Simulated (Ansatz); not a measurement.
# ClGeH₄N: vertical ionisation energy

How much energy removes an electron from ClGeH₄N at fixed geometry? The cation is run at each level and the neutral's energy taken from earlier runs.

The runs use Ansatz 0.2.0, Gaussian basis; unrestricted cation, the program's frozen cores in correlated methods.

Levels to be run: UKS PBE-D4/def2-TZVPP; UKS r2SCAN-D4/def2-TZVPP; UKS PBE0-D4/def2-TZVPP; UKS B3LYP-D4/def2-TZVPP; UKS wB97X-V/def2-TZVPP; UKS wB97M-V/def2-TZVPP; UKS B2PLYP/def2-TZVPP; UHF-CCSD(T)/def2-TZVPP; UHF-CCSD(T)/def2-QZVPP; extrapolation to the limit; then −ε(HOMO) from the neutral's earlier runs with LDA (SPW92), PBE-D4, revPBE-D4, BLYP-D4, r2SCAN-D4, B97M-V, PBE0-D4, B3LYP-D4, r2SCANh-D4, r2SCAN0-D4, HSE06-D4, BHLYP-D4, CAM-B3LYP-D4, LC-ωPBE, ωB97X-V, ωB97M-V.

## Step 1: The geometry

The geometry comes from an earlier relaxation with PBE0-D4 in a triple-zeta def2 set; it is a stationary point, not always the lowest conformer.

SMILES `[NH2][GeH2][Cl]`, 7 atoms, charge 0, spin multiplicity 1.

Atoms are counted from 1 here; the program's logs count them from 0.

Bond lengths: N1–Ge2 1.818 Å, N1–H4 1.010 Å, N1–H5 1.010 Å, Ge2–Cl3 2.176 Å, Ge2–H6 1.530 Å, Ge2–H7 1.530 Å. Angles: Ge2–N1–H4 115.0°, Ge2–N1–H5 115.0°, H4–N1–H5 109.1°, N1–Ge2–Cl3 112.8°, N1–Ge2–H6 108.7°, N1–Ge2–H7 108.7°, Cl3–Ge2–H6 105.8°, Cl3–Ge2–H7 105.8°, H6–Ge2–H7 115.1°.

## Step 2: Cation, UKS PBE-D4/def2-TZVPP

in.yaml

```yaml
crystal:
  periodic: [false, false, false]
  atoms:
    - {symbol: N, position_ang: [-0.792887, 0.515542, -0.722678]}
    - {symbol: Ge, position_ang: [0.579883, 0.003327, 0.353226]}
    - {symbol: Cl, position_ang: [0.394497, -2.054565, 1.034501]}
    - {symbol: H, position_ang: [-1.700870, 0.526836, -0.279600]}
    - {symbol: H, position_ang: [-0.858894, 0.014672, -1.597694]}
    - {symbol: H, position_ang: [0.559310, 0.864877, 1.617190]}
    - {symbol: H, position_ang: [1.880162, 0.061312, -0.450645]}
basis:
  gaussian: {orbitals: def2-TZVPP}
total_charge: 1
magnetization: {spin_polarized: true, initial_magnetization: 1}
hamiltonian: {xc: pbe, dispersion: d4}
```

Run with:

```bash
$ ansatz run in.yaml --threads 2 --pin off --events-out ev --progress --plain --max-ram 32768MiB --backend cpu
```

After this run come: Cation, UKS r2SCAN-D4/def2-TZVPP; Cation, UKS PBE0-D4/def2-TZVPP; Cation, UKS B3LYP-D4/def2-TZVPP; Cation, UKS wB97X-V/def2-TZVPP; Cation, UKS wB97M-V/def2-TZVPP; Cation, UKS B2PLYP (frozen core)/def2-TZVPP; Cation, UHF-CCSD(T)/def2-TZVPP; Cation, UHF-CCSD(T)/def2-QZVPP.

Q: Predict the results of all the runs planned. Wanted: ionisation energy, CCSD(T)/CBS; nearest functional by difference; nearest −ε(HOMO); −ε(HOMO) of PBE; T1 of the cation.

The runs gave:

| quantity | value |
| --- | --- |
| ionisation energy, CCSD(T)/CBS | 10.47 eV |
| nearest functional by difference | ωB97X-V (-0.10 eV) |
| nearest −ε(HOMO) | ωB97X-V (-0.09 eV) |
| −ε(HOMO) of PBE | 6.49 eV |
| T1 of the cation | 0.022 |

In words: Energy differences with functionals land within 0.56 eV of the reference. −ε(HOMO) of PBE misses by 4.0 eV, since self-interaction lifts the level. Among orbital estimates ωB97X-V comes nearest. Hartree-Fock falls 1.44 eV short, as the neutral has more correlation energy than the cation. The cation may have settled in a state other than its lowest; no search over hole states beyond the program's own was made. Correlated methods include outer-core shells of Ge, which these sets cover unevenly. With outer-core shells in play the reference is unsure by up to some tenths of an eV, so close misses can't be ranked.
